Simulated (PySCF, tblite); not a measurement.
# C8H15P: geometry, infrared bands and NMR shifts

Aim: predict the infrared bands and NMR shifts of C8H15P (`C[C@@H]1CCCP1C1CC1`).

Computed with tblite 0.8.0 and PySCF 2.14.0, with density-fitted response routines of our own, on a single molecule in the gas phase. Atoms are numbered from 0 throughout.

## 1. Starting geometry

24 atoms, charge 0, multiplicity 1; geometry from: force field or distance geometry start.

Bonds of the start (Å): C0–C1 1.52, C1–C2 1.52, C2–C3 1.53, C3–C4 1.51, C4–P5 1.86, P5–C6 1.84, C6–C7 1.51, C7–C8 1.50, P5–C1 1.88, C8–C6 1.50, C0–H9 1.09, C0–H10 1.09, C0–H11 1.11, C1–H12 1.12, C2–H13 1.11, C2–H14 1.10, C3–H15 1.09, C3–H16 1.11, C4–H17 1.10, C4–H18 1.10, C6–H19 1.09, C7–H20 1.08, C7–H21 1.09, C8–H22 1.10, C8–H23 1.08.

## 2. Relaxing the molecule with GFN2-xTB

The job: settings as JSON, then the geometry in Å.

```
{"job": {"kind": "relax", "xc": "GFN2-xTB", "basis": "xTB"}, "charge": 0, "multiplicity": 1}
C     -1.108100    -2.264900    -0.754400
C     -0.915300    -0.936600    -0.039100
C     -2.163400    -0.071900    -0.033700
C     -1.722500     1.365700     0.249800
C     -0.603200     1.666200    -0.724000
P      0.407400     0.107300    -0.862400
C      1.537000     0.361900     0.572100
C      2.716200    -0.567800     0.696700
C      2.927400     0.853500     0.278700
H     -1.407200    -2.115800    -1.796800
H     -0.204900    -2.866900    -0.743100
H     -1.911400    -2.848000    -0.267900
H     -0.618900    -1.138500     1.017200
H     -2.669300    -0.104200    -1.016300
H     -2.896300    -0.409200     0.712400
H     -2.550500     2.069600     0.161600
H     -1.357300     1.435800     1.294200
H     -1.027500     1.873900    -1.719000
H     -0.008100     2.535400    -0.416400
H      1.080700     0.696700     1.505000
H      3.024200    -0.857400     1.691700
H      2.860300    -1.339900    -0.054600
H      3.389200     1.536700     1.005500
H      3.209700     1.038200    -0.749800
```

On the command line:

```bash
> OMP_NUM_THREADS=1 python probes_run.py task.json out
```

This one command runs all jobs of the session in turn.

**Question.** This job is followed by: GFN2-xTB harmonic vibrations, gas phase; GIAO PBE0/pcSseg-1 NMR shielding, non-relativistic, gas phase. What will the session give for the following? strongest single infrared mode (GFN2-xTB); zero-point energy (GFN2-xTB); 13C shifts against TMS (PBE0/pcSseg-1); 1H shifts against TMS (PBE0/pcSseg-1, means over atoms taken as alike); 31P shifts against H3PO4 (PBE0/pcSseg-1).

As calculated:

```
                                                              quantity                                                                             value
                             strongest single infrared mode (GFN2-xTB)                                                              2971 cm⁻¹, 65 km/mol
                                          zero-point energy (GFN2-xTB)                                                                    131.8 kcal/mol
                                13C shifts against TMS (PBE0/pcSseg-1)                                  45.0, 42.8, 32.6, 32.3, 23.1, 15.0, 6.1, 5.3 ppm
1H shifts against TMS (PBE0/pcSseg-1, means over atoms taken as alike)  2.18, 2.09, 2.05, 1.84, 1.83, 1.75, 1.36, 1.02, 0.72, 0.68, 0.64, 0.38, 0.31 ppm
                              31P shifts against H3PO4 (PBE0/pcSseg-1)                                                                          -4.3 ppm
```

Relaxing lowered the energy by 0.055 eV in 33 steps; the close pair that moved most is C8–H22, from 1.099 to 1.080 Å. All 66 modes are real, so the xTB geometry is a minimum. GFN2-xTB is a fitted tight-binding method: band positions and strengths are rough. Its intensities can rank the bands wrongly. At PBE0/pcSseg-1: Shielding is most anisotropic at P5 (span 98 ppm, paramagnetic term -645 ppm).
